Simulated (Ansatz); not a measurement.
# C₇H₁₇N: up Jacob's ladder to CCSD(T)

Aim: compute C₇H₁₇N with functionals from several rungs and with coupled cluster, and see how far each lands from CCSD(T) at the basis-set limit for the atomisation energy.

Method: functionals in def2-TZVPP, the program's frozen cores in correlated methods; program: Ansatz 0.2.0, Gaussian basis.

Plan: LDA (SPW92), PBE-D4, revPBE-D4, BLYP-D4, r2SCAN-D4, B97M-V, PBE0-D4, B3LYP-D4, r2SCANh-D4, r2SCAN0-D4, HSE06-D4, BHLYP-D4, CAM-B3LYP-D4, LC-ωPBE, ωB97X-V, ωB97M-V, B2PLYP, PBE-QIDH; CCSD(T)/def2-SVP; CCSD(T)/def2-TZVPP; MP2/def2-QZVPP; extrapolation to the limit; RPA on PBE.

**1. The relaxed structure**

All runs share one geometry, relaxed beforehand with PBE0-D4 in a triple-zeta def2 set.

SMILES `CC(C)NC(C)(C)C`, 25 atoms, charge 0, spin multiplicity 1.

Atoms are counted from 1 here; the program's logs count them from 0.

Bond lengths: C1–C2 1.529 Å, C1–H9 1.094 Å, C1–H10 1.091 Å, C1–H11 1.095 Å, C2–C3 1.521 Å, C2–N4 1.452 Å, C2–H12 1.095 Å, C3–H13 1.091 Å, C3–H14 1.092 Å, C3–H15 1.096 Å, N4–C5 1.463 Å, N4–H16 1.013 Å, C5–C6 1.534 Å, C5–C7 1.523 Å, C5–C8 1.528 Å, C6–H17 1.094 Å, C6–H18 1.094 Å, C6–H19 1.090 Å and more. Angles: C2–C1–H9 110.4°, C2–C1–H10 112.2°, C2–C1–H11 110.7°, H9–C1–H10 107.4°, H9–C1–H11 107.9°, H10–C1–H11 108.1°, C1–C2–C3 110.0°, C1–C2–N4 116.8°, C1–C2–H12 107.9°, C3–C2–N4 107.3°, C3–C2–H12 107.5°, N4–C2–H12 107.0°, C2–C3–H13 110.5°, C2–C3–H14 111.2°, C2–C3–H15 110.5°, H13–C3–H14 109.0°, H13–C3–H15 108.0°, H14–C3–H15 107.5° and more.

**2. LDA**

This LDA is Slater exchange with PW92 correlation.

Contents of in.yaml:

```yaml
crystal:
  periodic: [false, false, false]
  atoms:
    - {symbol: C, position_ang: [-0.476767, -1.277964, -1.726321]}
    - {symbol: C, position_ang: [0.681007, -1.029576, -0.758699]}
    - {symbol: C, position_ang: [1.413693, -2.332883, -0.479638]}
    - {symbol: N, position_ang: [0.346614, -0.438332, 0.524378]}
    - {symbol: C, position_ang: [-0.235871, 0.897331, 0.651763]}
    - {symbol: C, position_ang: [-1.748430, 0.943201, 0.397713]}
    - {symbol: C, position_ang: [0.475463, 1.865864, -0.283121]}
    - {symbol: C, position_ang: [0.014893, 1.328057, 2.096023]}
    - {symbol: H, position_ang: [-0.125469, -1.815693, -2.611605]}
    - {symbol: H, position_ang: [-0.934070, -0.349146, -2.069087]}
    - {symbol: H, position_ang: [-1.254808, -1.884141, -1.251811]}
    - {symbol: H, position_ang: [1.389114, -0.352655, -1.249004]}
    - {symbol: H, position_ang: [2.268046, -2.158581, 0.175988]}
    - {symbol: H, position_ang: [1.764795, -2.793866, -1.405345]}
    - {symbol: H, position_ang: [0.747850, -3.049580, 0.013737]}
    - {symbol: H, position_ang: [-0.180376, -1.097201, 1.085666]}
    - {symbol: H, position_ang: [-2.145613, 1.940687, 0.606409]}
    - {symbol: H, position_ang: [-2.265669, 0.237414, 1.054511]}
    - {symbol: H, position_ang: [-2.001987, 0.692436, -0.632018]}
    - {symbol: H, position_ang: [1.556094, 1.828269, -0.126666]}
    - {symbol: H, position_ang: [0.136747, 2.885253, -0.086493]}
    - {symbol: H, position_ang: [0.270389, 1.647630, -1.333673]}
    - {symbol: H, position_ang: [1.086201, 1.349945, 2.302826]}
    - {symbol: H, position_ang: [-0.447981, 0.622166, 2.792281]}
    - {symbol: H, position_ang: [-0.407265, 2.316967, 2.292586]}
basis:
  gaussian: {orbitals: def2-TZVPP}
hamiltonian: {xc: lda}
output: {orbitals: {seedname: orbitals}}
```

After this run come: PBE-D4 (GGA); revPBE-D4 (GGA); BLYP-D4 (GGA); r2SCAN-D4 (meta-GGA); B97M-V (meta-GGA); PBE0-D4 (hybrid); B3LYP-D4 (hybrid); r2SCANh-D4 (hybrid); r2SCAN0-D4 (hybrid); HSE06-D4 (hybrid); BHLYP-D4 (hybrid); CAM-B3LYP-D4 (range-separated); LC-ωPBE (range-separated); ωB97X-V (range-separated); ωB97M-V (range-separated); B2PLYP (double hybrid); PBE-QIDH (double hybrid); CCSD(T) in def2-SVP; CCSD(T) in def2-TZVPP; MP2 in def2-QZVPP; RPA on PBE orbitals.

Q: Predict the results of all the runs planned. Wanted: atomisation energy, CCSD(T)/CBS; farthest beyond LDA; mean size of error, GGA; mean size of error, meta-GGA; mean size of error, hybrid; mean size of error, range-separated; mean size of error, double hybrid; gap, smallest and largest; T1 diagnostic.

**Answer**, as computed:

```
                               quantity                                                                                             value
        atomisation energy, CCSD(T)/CBS                                                                                        101.863 eV
    functionals within 0.509 eV (0.5 %)  revPBE-D4, BLYP-D4, r2SCAN-D4, B97M-V, B3LYP-D4, r2SCANh-D4, LC-ωPBE, ωB97X-V, ωB97M-V, PBE-QIDH
                    farthest beyond LDA                                                                              BHLYP-D4 (-2.127 eV)
                mean size of error, GGA                                                                                          0.827 eV
           mean size of error, meta-GGA                                                                                          0.094 eV
             mean size of error, hybrid                                                                                          0.792 eV
    mean size of error, range-separated                                                                                          0.317 eV
      mean size of error, double hybrid                                                                                          0.602 eV
              gap, smallest and largest                                                             4.78 eV (BLYP-D4), 11.84 eV (LC-ωPBE)
                          T1 diagnostic                                                                                            0.0092
triples share of the correlation energy                                                                                             3.9 %
```

In words: LDA overbinds by 13.832 eV (14 %). PBE-D4 misses by +1.850 eV. Double hybrids carry the basis error of their MP2 part in triple zeta, and no dispersion term here, so their miss is partly the set-up's. The rungs meta-GGA, range-separated miss on average by less than the doubt on the reference (0.509 eV), so they tie. Misses under about 0.509 eV are within the doubt on the reference itself, which lacks core-valence correlation, relativity and higher excitations. Hartree-Fock recovers 75 % of the binding; the rest is correlation. CCSD(T) in def2-SVP is off by -3.874 eV, more than most functionals: a good method in a small basis is no reference. Orbital gaps span 4.8 to 11.8 eV; exact exchange widens them.
